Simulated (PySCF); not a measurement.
**WO₂F₂: the energy surface near the minimum**

Aim: map the energy of singlet WO₂F₂ about its PBE0 minimum, with rigid distortions.

Computed with PySCF 2.14.0. Level: PBE0, basis W def2-SVP with ECP60, O def2-SVP, F def2-SVP, scalar-relativistic core potentials, no spin–orbit coupling, density fitting.

### Step 1. Where the work starts

5 atoms, charge 0, spin multiplicity 1.

Bond lengths: W1–O2 1.692 Å, W1–O3 1.692 Å, W1–F4 1.858 Å, W1–F5 1.858 Å. Angles: O2–W1–O3 105.9°, O2–W1–F4 108.7°, O2–W1–F5 108.7°, O3–W1–F4 108.7°, O3–W1–F5 108.7°, F4–W1–F5 115.8°.

Z-matrix (Å, degrees; charge 0 multiplicity 1):
```
W
O  1 1.6918
O  1 1.6918 2 105.86
F  1 1.8579 2 108.68 3 116.59
F  1 1.8579 2 108.68 3 -116.59
```

### Step 2. Breathing scan

One driver script runs all scans and calls PySCF for each point, on a (75, 302) grid.

Launch:

```bash
> OMP_NUM_THREADS=2 python axn.py task.json out
```

A rigid scan with PBE0: all bonds to the central atom are scaled together. Each point starts from its neighbour's orbitals, and energies count from the minimum.

| scale of all bonds to the centre | energy (kJ/mol) | dipole size (D) |
| --- | --- | --- |
| 0.88 | 664.7 | 1.98 |
| 0.92 | 258.9 | 1.92 |
| 0.96 | 57.0 | 1.83 |
| 1.00 | 0.0 | 1.72 |
| 1.04 | 44.6 | 1.59 |
| 1.08 | 158.7 | 1.44 |
| 1.14 | 410.7 | 1.18 |
| 1.22 | 818.9 | 0.81 |
| 1.35 | 1499.5 | 0.20 |

The scan ran for 15 s (2 threads of Intel Xeon Platinum 8488C (Sapphire Rapids), shared host).

### Step 3. Stretching one bond

A rigid scan with PBE0: the bond from W to the last atom (F) is scaled and the rest held.

| scale of one bond | energy (kJ/mol) | dipole size (D) |
| --- | --- | --- |
| 0.92 | 45.1 | 2.41 |
| 0.96 | 9.9 | 2.03 |
| 1.00 | 0.0 | 1.72 |
| 1.05 | 11.7 | 1.46 |
| 1.12 | 54.9 | 1.35 |
| 1.20 | 123.0 | 1.55 |
| 1.35 | 262.0 | 2.28 |
| 1.55 | 423.1 | 3.21 |
| 1.80 | 563.4 | 4.04 |
| 2.20 | 684.3 | 4.91 |

The scan took 18 s.

A restricted determinant lies too high at long bonds, where the pair should uncouple.

### Step 4. Outcome

```
            quantity         value
all bonds 4 % longer   44.6 kJ/mol
one bond 20 % longer  123.0 kJ/mol
```

Shortening all bonds by 4 % costs 57.0 kJ/mol and lengthening them 44.6: the wall is steeper on the short side. The stability of the closed-shell solution was not tested. Spin–orbit coupling, left out here, can matter for elements this heavy.
